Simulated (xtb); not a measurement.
**CH5ClGeN (SMILES [CH3][Ge]([NH2])[Cl]): GFN2-xTB**

We compute a structure relaxation of CH5ClGeN. 

The results are computed with xtb 6.7.1 later snapshot.

1 further run of the same task is left out (set aside as unsound or not needed).

## (1) The system as given

The species is CH5ClGeN (9 atoms), meant as a doublet with charge 0. As SMILES, `[CH3][Ge]([NH2])[Cl]`. All atoms were displaced at random from a relaxed shape. The run starts from this shape.

Bond lengths: C1–Ge2 2.122 Å, Ge2–N3 1.930 Å, Ge2–Cl4 2.112 Å, C1–H5 1.032 Å, C1–H6 1.108 Å, C1–H7 1.107 Å, N3–H8 0.990 Å, N3–H9 1.091 Å. Some angles: C1–Ge2–N3 99.4°, C1–Ge2–Cl4 106.0°, N3–Ge2–Cl4 98.4°, Ge2–C1–H5 111.5°, Ge2–C1–H6 110.6°, Ge2–C1–H7 97.8°, Ge2–N3–H8 108.6°, Ge2–N3–H9 112.4°, H5–C1–H6 114.9°, H5–C1–H7 120.7°.

## (2) A geometry optimisation at GFN2-xTB

.CHRG

```
0
```

.UHF

```
1
```

start.xyz

```xyz
9

C      0.154580     1.348360    -0.687860
Ge     0.329470    -0.765990    -0.650580
N     -0.020660    -1.078090     1.221570
Cl    -1.484120    -1.512960    -1.433850
H      0.181900     1.713160    -1.652790
H      0.882470     1.811430     0.007470
H     -0.765730     1.432920    -0.078330
H     -0.217790    -2.039870     1.350780
H      0.832970    -0.823970     1.851340
```

On the command line:

```sh
$ xtb start.xyz -o tight > run.log
```

What values should one expect? Wanted: total energy at the end; dipole moment; HOMO energy; LUMO energy; dispersion energy; mean polarisability.

Computed results:

At GFN2-xTB:

| quantity | value |
| --- | --- |
| total energy at the end | -14.11382 Eh |
| dipole moment | 3.33 D |
| HOMO energy (partly filled) | -9.27 eV |
| LUMO energy | -3.41 eV |
| dispersion energy | -13.89 kJ/mol |
| mean polarisability (D4 model) | 70.6 bohr³ |

In words: At the final geometry: Bond lengths: C1–Ge2 2.072 Å, Ge2–N3 1.865 Å, Ge2–Cl4 2.171 Å, C1–H5 1.083 Å, C1–H6 1.083 Å, C1–H7 1.084 Å, N3–H8 1.010 Å, N3–H9 1.010 Å. Some angles: C1–Ge2–N3 100.1°, C1–Ge2–Cl4 104.2°, N3–Ge2–Cl4 98.8°, Ge2–C1–H5 109.8°, Ge2–C1–H6 109.7°, Ge2–C1–H7 105.8°, Ge2–N3–H8 117.9°, Ge2–N3–H9 118.0°, H5–C1–H6 110.3°, H5–C1–H7 110.6°. The optimisation took 11 steps and changed the energy by -0.362 eV.
